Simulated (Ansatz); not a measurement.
# C4H10ClGa: a ladder of functionals and wavefunction methods

How much do the methods differ for C4H10ClGa? The plan is to run it at one geometry with functionals of several rungs and with coupled cluster. The yardstick is the atomisation energy at the CCSD(T) limit.

The runs use Ansatz 0.2.0, Gaussian basis; functionals in def2-TZVPP, the program's frozen cores in correlated methods.

Plan: LDA (SPW92), PBE-D4, revPBE-D4, BLYP-D4, r2SCAN-D4, B97M-V, PBE0-D4, B3LYP-D4, r2SCANh-D4, r2SCAN0-D4, HSE06-D4, BHLYP-D4, CAM-B3LYP-D4, LC-ωPBE, ωB97X-V, ωB97M-V, B2PLYP, PBE-QIDH; CCSD(T)/def2-SVP; CCSD(T)/def2-TZVPP; MP2/def2-QZVPP; extrapolation to the limit; RPA on PBE.

## Step 1: The relaxed structure

The geometry comes from an earlier relaxation with PBE0-D4 in a triple-zeta def2 set; it is a stationary point, not always the lowest conformer.

SMILES `CC[CH]([GaH2])CCl`, 16 atoms, charge 0, spin multiplicity 1.

Atoms are counted from 1 here; the program's logs count them from 0.

Bond lengths: C1–C2 1.520 Å, C1–H7 1.092 Å, C1–H8 1.093 Å, C1–H9 1.099 Å, C2–C3 1.528 Å, C2–H10 1.096 Å, C2–H11 1.094 Å, C3–Ga4 1.997 Å, C3–C5 1.505 Å, C3–H12 1.099 Å, Ga4–H13 1.574 Å, Ga4–H14 1.572 Å, C5–Cl6 1.809 Å, C5–H15 1.090 Å, C5–H16 1.089 Å. Angles: C2–C1–H7 111.4°, C2–C1–H8 111.9°, C2–C1–H9 111.6°, H7–C1–H8 107.3°, H7–C1–H9 106.8°, H8–C1–H9 107.6°, C1–C2–C3 113.7°, C1–C2–H10 109.2°, C1–C2–H11 109.2°, C3–C2–H10 109.3°, C3–C2–H11 108.7°, H10–C2–H11 106.3°, C2–C3–Ga4 109.9°, C2–C3–C5 114.7°, C2–C3–H12 108.5°, Ga4–C3–C5 110.3°, Ga4–C3–H12 104.8°, C5–C3–H12 108.1° and more.

## Step 2: LDA

This LDA is Slater exchange with PW92 correlation.

in.yaml reads:

```yaml
crystal:
  periodic: [false, false, false]
  atoms:
    - {symbol: C, position_ang: [0.356409, -1.632826, 0.563346]}
    - {symbol: C, position_ang: [1.113425, -0.377623, 0.161748]}
    - {symbol: C, position_ang: [0.207960, 0.773153, -0.274321]}
    - {symbol: Ga, position_ang: [-0.868990, 0.225371, -1.864230]}
    - {symbol: C, position_ang: [-0.690820, 1.310635, 0.806105]}
    - {symbol: Cl, position_ang: [0.221094, 1.944909, 2.233815]}
    - {symbol: H, position_ang: [1.039514, -2.437936, 0.841209]}
    - {symbol: H, position_ang: [-0.301718, -1.456594, 1.417409]}
    - {symbol: H, position_ang: [-0.262972, -2.012315, -0.260988]}
    - {symbol: H, position_ang: [1.739182, -0.049814, 0.999213]}
    - {symbol: H, position_ang: [1.797481, -0.616385, -0.658481]}
    - {symbol: H, position_ang: [0.839934, 1.596669, -0.634389]}
    - {symbol: H, position_ang: [-2.392132, 0.599988, -1.990992]}
    - {symbol: H, position_ang: [-0.143403, -0.570730, -3.009425]}
    - {symbol: H, position_ang: [-1.362436, 0.554932, 1.213098]}
    - {symbol: H, position_ang: [-1.292516, 2.148576, 0.456883]}
basis:
  gaussian: {orbitals: def2-TZVPP}
hamiltonian: {xc: lda}
output: {orbitals: {seedname: orbitals}}
```

Command:

```
$ ansatz run in.yaml --threads 2 --pin off --events-out ev --progress --plain --max-ram 32768MiB --backend cuda --devices 0, --max-vram 18GiB
```

Further steps of the session: PBE-D4 (GGA); revPBE-D4 (GGA); BLYP-D4 (GGA); r2SCAN-D4 (meta-GGA); B97M-V (meta-GGA); PBE0-D4 (hybrid); B3LYP-D4 (hybrid); r2SCANh-D4 (hybrid); r2SCAN0-D4 (hybrid); HSE06-D4 (hybrid); BHLYP-D4 (hybrid); CAM-B3LYP-D4 (range-separated); LC-ωPBE (range-separated); ωB97X-V (range-separated); ωB97M-V (range-separated); B2PLYP (double hybrid); PBE-QIDH (double hybrid); CCSD(T) in def2-SVP; CCSD(T) in def2-TZVPP; MP2 in def2-QZVPP; RPA on PBE orbitals.

**Question.** What will the summary of the whole plan be? Wanted: atomisation energy, CCSD(T)/CBS; farthest beyond LDA; mean size of error, GGA; mean size of error, meta-GGA; mean size of error, hybrid; mean size of error, range-separated; mean size of error, double hybrid; gap, smallest and largest; T1 diagnostic.

As calculated:

| quantity | value |
| --- | --- |
| atomisation energy, CCSD(T)/CBS | 59.140 eV |
| functionals within 0.591 eV (1.0 %) | revPBE-D4, r2SCAN-D4, B97M-V, PBE0-D4, B3LYP-D4, r2SCANh-D4, r2SCAN0-D4, HSE06-D4, CAM-B3LYP-D4, LC-ωPBE, ωB97X-V, ωB97M-V, PBE-QIDH |
| farthest beyond LDA | BHLYP-D4 (-1.441 eV) |
| mean size of error, GGA | 0.633 eV |
| mean size of error, meta-GGA | 0.127 eV |
| mean size of error, hybrid | 0.454 eV |
| mean size of error, range-separated | 0.072 eV |
| mean size of error, double hybrid | 0.453 eV |
| gap, smallest and largest | 3.70 eV (LDA (SPW92)), 10.58 eV (LC-ωPBE) |
| T1 diagnostic | 0.0109 |
| triples share of the correlation energy | 4.0 % |

**Reading.** LDA overbinds by 7.991 eV (14 %). PBE-D4 is off by +0.816 eV. Double hybrids carry the basis error of their MP2 part in triple zeta, and no dispersion term here, so their miss is partly the set-up's. The rungs range-separated, meta-GGA, double hybrid, hybrid miss on average by less than the doubt on the reference (0.591 eV), so they tie. The reference freezes the cores and leaves out relativity and excitations past (T), and its outer-core shells are covered unevenly, so misses under about 0.591 eV can't be ranked. Hartree-Fock recovers 75 % of the binding; the rest is correlation. CCSD(T) in def2-SVP is off by -2.532 eV, which most functionals beat. Orbital gaps span 3.7 to 10.6 eV; exact exchange widens them. Correlated methods include outer-core shells of Ga, which these sets cover unevenly.
